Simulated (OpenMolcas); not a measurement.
# F: RASSCF terms and fine-structure levels

Wanted: the level scheme of F from active-space wave functions.

Program: OpenMolcas 26.06. Level of theory: state-averaged RASSCF, spin-orbit coupling by RASSI with atomic mean-field integrals. These are calculated values, not measurements, unless marked.

4 further runs of the same task are left out: 1 that didn't finish, 3 set aside as unsound or not needed.

## 1. Starting point

- Species: F (fluorine, Z = 9, 9 electrons)
- Basis: ANO-R3 [4s4p2d1f], 33 functions
- Scalar Hamiltonian: X2C, finite nucleus
- Inactive shells: 1s
- Active space: 7 electrons in 9 orbitals (RAS2 2s 2p; RAS3 3d, at most 2 electrons)
- Some configurations of this space: 2s 2p⁶, 2s² 2p⁵
- Orbitals: optimised for each spin and parity, averaged over the low roots

Outer shells as boxes (Hund's rule):

2s 2p6
```
2s [↑ ]
2p [↑↓][↑↓][↑↓]
```

2s2 2p5
```
2s [↑↓]
2p [↑↓][↑↓][↑ ]
```

The work runs as a chain of OpenMolcas steps in one folder; each step below is one input file. Labels, J, g values, rates, χT and fits are worked out afterwards by a script from the matrices that RASSI stores.

## 2. GATEWAY and SEWARD: basis and integrals

File a.inp:

```
&GATEWAY
Coord
1

F 0.0 0.0 0.0
Basis=ANO-R3
Group=XYZ
NoMove
AngMom=0.0 0.0 0.0
AMFI
&SEWARD
```

Started as:

```
> OMP_NUM_THREADS=1 MOLCAS_MEM=2252 MOLCAS_PROJECT=a pymolcas a.inp > a.log
```

Standard output:

```text
Basis set label: F.ANO-R...4S4P2D1F.

      Electronic valence basis set:
      ------------------
      Associated Effective Charge   9.000000 au
      Associated Actual Charge      9.000000 au
      Nuclear Model: Finite nucleus - Gaussian distribution
        Gaussian exponent, Xi/bohr**(-2):  5.35469E+08

      Shell  nPrim  nBasis  Cartesian Spherical Contaminant
         s      13       4        X
         p       8       4        X
         d       4       2                 X
         f       3       1                 X
                  Relativistic X2C integrals
                  Atomic mean-field integrals
```

## 3. Start orbitals from a smaller active space

File a.inp:

```
&RASSCF
FileOrb=start.orb
Symmetry=2
Spin=2
nActEl=7 0 0
Inactive=1 0
Ras2=1 3
CIRoot=3 3 1
SDav=3
CIMx=300
Iter=120 100
PrWF=0.3
OrbListing=Nothing
MaxOrb=0
Atom
>>> COPY $Project.JobIph JOBPRE
```

Started as:

```
> OMP_NUM_THREADS=1 MOLCAS_MEM=2252 MOLCAS_PROJECT=a pymolcas a.inp > a.log
```

Its output is not shown; its orbitals start the next step.

## 4. The next step, first with a fault in its input

File a.inp:

```
&RASSCF
FileOrb=start.orb
Symmetry=2
Spin=2
nActEl=7 0 2
Inactive=1 0
Ras2=1 3
Ras3=5 0
CIRoot=321 321 1
SDav=318
CIMx=300
Iter=50 100
PrWF=0.3
OrbListing=Nothing
MaxOrb=0
Thrs=2.0e-7 1.0e-1 5.0e-4
Atom
CIOnly
>>> COPY $Project.JobIph JOB001
```

The end of its output:

```text
--- RASSCF ---
Wave function specifications:
      -----------------------------

      Number of closed shell electrons           2
      Number of electrons in active shells       7
      Max number of holes in RAS1 space          0
      Max nr of electrons in RAS3 space          2
      Number of inactive orbitals                1
      Number of active orbitals                  9
      Number of secondary orbitals              23
      Spin quantum number                      0.5
      State symmetry                             2
Orbital specifications:
      -----------------------

      Symmetry species                           1   2
                                                ag  au
      Frozen orbitals                            0   0
      Inactive orbitals                          1   0
      Active orbitals                            6   3
      RAS1 orbitals                              0   0
      RAS2 orbitals                              1   3
      RAS3 orbitals                              5   0
      Secondary orbitals                         7  16
      Deleted orbitals                           0   0
      Number of basis functions                 14  19
      Number of CSFs                           318
      Number of root(s) required               321
 ************ ERROR ***********
  You can't ask for more roots
  than there are configurations
 ******************************
--- Stop Module: rasscf at  /rc=_RC_INPUT_ERROR_ ---
.####################.
.# User input error #.
.####################.
```

The cause: CIRoot asks for more roots than the active space has configuration state functions. The mended input follows.

## 5. RASSCF: doublets of odd parity, 3 roots

Changes to a.inp since step 4:

```diff
@@ -8,6 +8,6 @@
 Ras3=5 0
-CIRoot=321 321 1
+CIRoot=3 3 1
 SDav=318
 CIMx=300
-Iter=50 100
+Iter=120 100
 PrWF=0.3
@@ -17,3 +17,2 @@
 Atom
-CIOnly
 >>> COPY $Project.JobIph JOB001
```

Started as:

```
> OMP_NUM_THREADS=1 MOLCAS_MEM=2252 MOLCAS_PROJECT=a pymolcas a.inp > a.log
```

Standard output:

```text
Wave function specifications:
      -----------------------------

      Number of closed shell electrons           2
      Number of electrons in active shells       7
      Max number of holes in RAS1 space          0
      Max nr of electrons in RAS3 space          2
      Number of inactive orbitals                1
      Number of active orbitals                  9
      Number of secondary orbitals              23
      Spin quantum number                      0.5
      State symmetry                             2
Orbital specifications:
      -----------------------

      Symmetry species                           1   2
                                                ag  au
      Frozen orbitals                            0   0
      Inactive orbitals                          1   0
      Active orbitals                            6   3
      RAS1 orbitals                              0   0
      RAS2 orbitals                              1   3
      RAS3 orbitals                              5   0
      Secondary orbitals                         7  16
      Deleted orbitals                           0   0
      Number of basis functions                 14  19
      Number of CSFs                           318
      Number of root(s) required                 3
      Iter CI   SX   CI       RASSCF       Energy    max ROT     max BLB   max BLB  Level Ln srch  Step   QN
          iter iter root      energy       change     param      element    value   shift minimum  type update
 Nr of preliminary CI iterations:   1
        1   1    2    0   -99.57203156    0.00E+00   7.68E-08    1   7 2 -2.24E-07   0.00   0.00    SX    NO
        2   1    2    0   -99.57203156   -1.42E-13   1.39E-08    1  10 2 -2.48E-07   0.00   0.00    SX    NO
        3   1    2    0   -99.57203156   -4.26E-14  -1.26E-08    1   7 2 -1.01E-07   0.00   0.00    SX    NO
        4   1    2    0   -99.57203156    1.28E-13   1.22E-08    1  10 2 -7.64E-08   0.00   0.00    SX    NO
      Convergence after  4 iterations
        5   1    2    0   -99.57203156   -5.68E-14   1.22E-08    1   7 2 -5.90E-08   0.00   0.00    SX    NO
      Natural orbitals and occupation numbers for root  1
      sym 1:   1.994504   0.004008   0.004070   0.004008   0.004055   0.004055
      sym 2:   1.992454   1.000393   1.992454
      Natural orbitals and occupation numbers for root  2
      sym 1:   1.994504   0.004008   0.004055   0.004070   0.004008   0.004055
      sym 2:   1.992454   1.992454   1.000393
      Natural orbitals and occupation numbers for root  3
      sym 1:   1.994504   0.004070   0.004055   0.004008   0.004055   0.004008
      sym 2:   1.000393   1.992454   1.992454
::    RASSCF root number  1 Total energy:    -99.57203156
::    RASSCF root number  2 Total energy:    -99.57203156
::    RASSCF root number  3 Total energy:    -99.57203156
```

## 6. State interaction with spin-orbit coupling

File a.inp:

```
&RASSI
NrOfJobIphs=1 3
1 2 3
IphNames
JOB001
EJob
SpinOrbit
DIPRint=1.0
SOCoupling=1000.0
Subsets=2
MEES
Property=10
'ANGMOM' 1 'ANGMOM' 2 'ANGMOM' 3 'MLTPL  1' 1 'MLTPL  1' 2 'MLTPL  1' 3
'AMFI' 1 'AMFI' 2 'AMFI' 3 'MLTPL  2' 6
SOProperty=3
'ANGMOM' 1 'ANGMOM' 2 'ANGMOM' 3
```

Standard output:

```text
SPIN-FREE ENERGIES:
  (Shifted by EMIN (a.u.) =        -99.5720315576)

 SF State       Relative EMIN(au)   Rel lowest level(eV)    D:o, cm**(-1)      L_eff

     1             0.0000000000        0.0000000000              0.0000         1.0
     2             0.0000000000        0.0000000000              0.0000         1.0
     3             0.0000000000        0.0000000000              0.0000         1.0
     Dipole printing threshold changed to   1.00000000E+00
Eigenvalues of complex Hamiltonian:
   -----------------------------------
  (Shifted by EMIN (a.u.) =        -99.5720315576)

 SO State       Relative EMIN(au)   Rel lowest level(eV)    D:o, cm**(-1)     J-value

     1            -0.0006032758        0.0000000000              0.0000         1.1
     2            -0.0006032758        0.0000000000              0.0000         1.2
     3            -0.0006032758        0.0000000000              0.0000         1.1
     4            -0.0006032758        0.0000000000              0.0000         1.3
     5             0.0012065515        0.0492479087            397.2112         0.4
     6             0.0012065515        0.0492479087            397.2112         0.4
Weights of the five most important spin-orbit-free states for each spin-orbit state.

 SO State  Total energy (au)           Spin-free states, spin, and weights
 -------------------------------------------------------------------------------------------------------
    1        -0.000603       3 0.5  0.6579    1 0.5  0.2167    2 0.5  0.1254
    2        -0.000603       2 0.5  0.5633    1 0.5  0.4125    3 0.5  0.0242
    3        -0.000603       3 0.5  0.6512    1 0.5  0.2041    2 0.5  0.1447
    4        -0.000603       1 0.5  0.5000    2 0.5  0.5000    3 0.5  0.0000
    5         0.001207       1 0.5  0.3333    2 0.5  0.3333    3 0.5  0.3333
    6         0.001207       3 0.5  0.3333    2 0.5  0.3333    1 0.5  0.3333
 -------------------------------------------------------------------------------------------------------
```

These steps took 39 s in all on 1 thread of AMD EPYC 7R43 (Zen 3), shared host.

The roots that group into whole terms:

```tsv
configuration	term	E (eV)
2s² 2p⁵	²P°	0.0000
```

Levels with spin-orbit coupling, from the RASSI matrices grouped by J:

| Configuration | Term | J | E (eV) | g | Leading % |
| --- | --- | --- | --- | --- | --- |
| 2s² 2p⁵ | ²P° | 3/2 | 0.0000 | 1.334 | 100 |
| 2s² 2p⁵ | ²P° | 1/2 | 0.0492 | 0.666 | 100 |

## 7. What came out

| quantity | value |
| --- | --- |
| method | RASSCF |
| lowest level | 2s² 2p⁵ ²P°_3/2, 100 % of that term, g = 1.334 |
| ground level listed by NIST | 2P°3/2 |
| first excited level | 2s² 2p⁵ ²P°_1/2 at 0.0492 eV |
| spin-orbit lowering of the lowest level | 0.0164 eV |

In words: The multiplet ²P° is inverted. Only the configurations of the active space and the roots asked for are present. Not all states of the active space went into the spin-orbit step. The levels of the extra active shells were not computed. Only valence configurations of the active space appear, up to the ionisation limit; * or ° marks odd parity.
